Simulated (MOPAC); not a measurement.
# PM7 run of C3H9In (trimethylindium (TMIn))

Wanted: a structure relaxation of C3H9In (trimethylindium (TMIn)). 

The results are computed with MOPAC 23.2.5.

4 further runs of the same task are left out: 1 that didn't finish, 3 set aside as unsound or not needed.

**1. The structure to begin with**

C3H9In has 13 atoms, charge 0, and is taken as a singlet. As SMILES, `[CH3][In]([CH3])[CH3]`. All atoms were displaced at random from a relaxed shape. The run starts from this shape.

Bond lengths: C1–In2 2.171 Å, In2–C3 2.156 Å, In2–C4 2.153 Å, C1–H5 1.098 Å, C1–H6 1.100 Å, C1–H7 1.092 Å, C3–H8 1.095 Å, C3–H9 1.122 Å, C3–H10 1.101 Å, C4–H11 1.091 Å, C4–H12 1.108 Å, C4–H13 1.058 Å. Some angles: C1–In2–C3 120.5°, C1–In2–C4 120.1°, C3–In2–C4 119.4°, In2–C1–H5 110.9°, In2–C1–H6 108.2°, In2–C1–H7 110.5°, In2–C3–H8 111.0°, In2–C3–H9 111.3°, In2–C3–H10 109.4°, In2–C4–H11 113.2°.

**2. A structure relaxation at PM7**

The input, c3h9in.mop:

```
PM7 GRADIENTS PRECISE SINGLET DISP CYCLES=300 EF GNORM=0.01 AUX(PRECISION=6) T=10M THREADS=1
PM7 optimise

C     -0.509346     1.907981    -0.902752
In     0.002319     0.001982     0.001431
C      1.471135    -0.101631     1.576659
C     -0.943537    -1.806562    -0.682812
H      0.342465     2.600358    -0.864940
H     -1.349119     2.341381    -0.338934
H     -0.804388     1.770070    -1.944763
H      1.255125    -0.929772     2.259482
H      1.499307     0.848881     2.171311
H      2.469094    -0.258843     1.137752
H     -1.270185    -1.753753    -1.722367
H     -1.862181    -1.986524    -0.089746
H     -0.323581    -2.654848    -0.557778
```

On the command line:

```sh
$ mopac c3h9in.mop
```

What values should one expect? Wanted: total energy at the end; dipole moment; HOMO energy; LUMO energy; HOMO–LUMO gap; dispersion energy; heat of formation.

Computed results:

Level: PM7.

| quantity | value |
| --- | --- |
| total energy at the end | -19.95496 Eh |
| dipole moment | 0.02 D |
| HOMO energy | -10.40 eV |
| LUMO energy | 1.07 eV |
| HOMO–LUMO gap | 11.47 eV |
| dispersion energy | -3.16 kJ/mol |
| heat of formation | 35.5 kcal/mol |

At the final geometry: Bond lengths: C1–In2 2.159 Å, In2–C3 2.159 Å, In2–C4 2.159 Å, C1–H5 1.087 Å, C1–H6 1.089 Å, C1–H7 1.087 Å, C3–H8 1.087 Å, C3–H9 1.087 Å, C3–H10 1.089 Å, C4–H11 1.087 Å, C4–H12 1.089 Å, C4–H13 1.087 Å. Some angles: C1–In2–C3 120.0°, C1–In2–C4 120.0°, C3–In2–C4 120.0°, In2–C1–H5 111.3°, In2–C1–H6 110.0°, In2–C1–H7 111.3°, In2–C3–H8 111.2°, In2–C3–H9 111.3°, In2–C3–H10 110.0°, In2–C4–H11 111.3°. The optimisation took 32 steps and changed the energy by -0.046 eV.
